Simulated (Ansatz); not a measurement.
# Ta2AgS4: the cost of one run

Computed with Ansatz 0.2.0 (DFT r2SCAN, scalar-relativistic, plane waves, PAW, unless a step's input says otherwise).

### 1 The starting structure

The structure is trigonal, space group P-3m1 (No. 164). Conventional cell: a = 3.381 Å, b = 3.381 Å, c = 14.009 Å, α = 90.00°, β = 90.00°, γ = 120.00°. Ta (site symmetry 3m) is surrounded by 6 S at 2.47 to 2.51 Å. Ag (site symmetry -3m) is surrounded by 6 S at 2.81 Å. S (site symmetry 3m) is surrounded by 3 Ta at 2.51 Å and 3 Ag at 2.81 Å. S (site symmetry 3m) is surrounded by 3 Ta at 2.47 Å.

Coordinates:

```
CELL_PARAMETERS angstrom
3.38094 0.00000 0.00000
-1.69047 2.92798 0.00000
0.00000 0.00000 14.00884
ATOMIC_POSITIONS crystal
Ta 0.00000 0.00000 0.24274
Ta 0.00000 0.00000 0.75726
Ag 0.00000 0.00000 0.50000
S 0.66667 0.33333 0.35527
S 0.33333 0.66667 0.64473
S 0.33333 0.66667 0.86521
S 0.66667 0.33333 0.13479
```

The structure comes from the Materials Project (structure only).

### 2 The base run

input.yaml

```yaml
crystal:
  lattice:
    - [3.3809355977, 0.0, 0.0]
    - [-1.6904677988, 2.9279761161, 0.0]
    - [0.0, 0.0, 14.00884]
  atoms:
    - { symbol: Ta, position: [0.0, 0.0, 0.24274] }
    - { symbol: Ta, position: [0.0, 0.0, 0.75726] }
    - { symbol: Ag, position: [0.0, 0.0, 0.5] }
    - { symbol: S, position: [0.66666667, 0.33333333, 0.355272] }
    - { symbol: S, position: [0.33333333, 0.66666667, 0.644728] }
    - { symbol: S, position: [0.33333333, 0.66666667, 0.865208] }
    - { symbol: S, position: [0.66666667, 0.33333333, 0.134792] }
basis:
  ecutwfc: 500
  fft_grid_basis: typed
kpoints:
  mp_grid: { grid: [9, 9, 2] }
hamiltonian:
  xc: r2scan
  pseudopotentials: { kind: paw }
scf:
  occupations: { method: gaussian, width: 0.05 }
output:
  forces: true
  stress: true
  eigenvalues: true
  bader: true
  write_density: true
  volumetric_format: npy
  elf: true
```

Run with:

```sh
> ansatz run input.yaml --threads 2 --pin off --max-ram 4096MiB --backend cpu --events-out ev --progress --plain --runs-dir out
```

What time and memory should one allow on 2 threads of Arm Neoverse N1, shared host?

About 65 s, with a peak of 0.75 GiB.
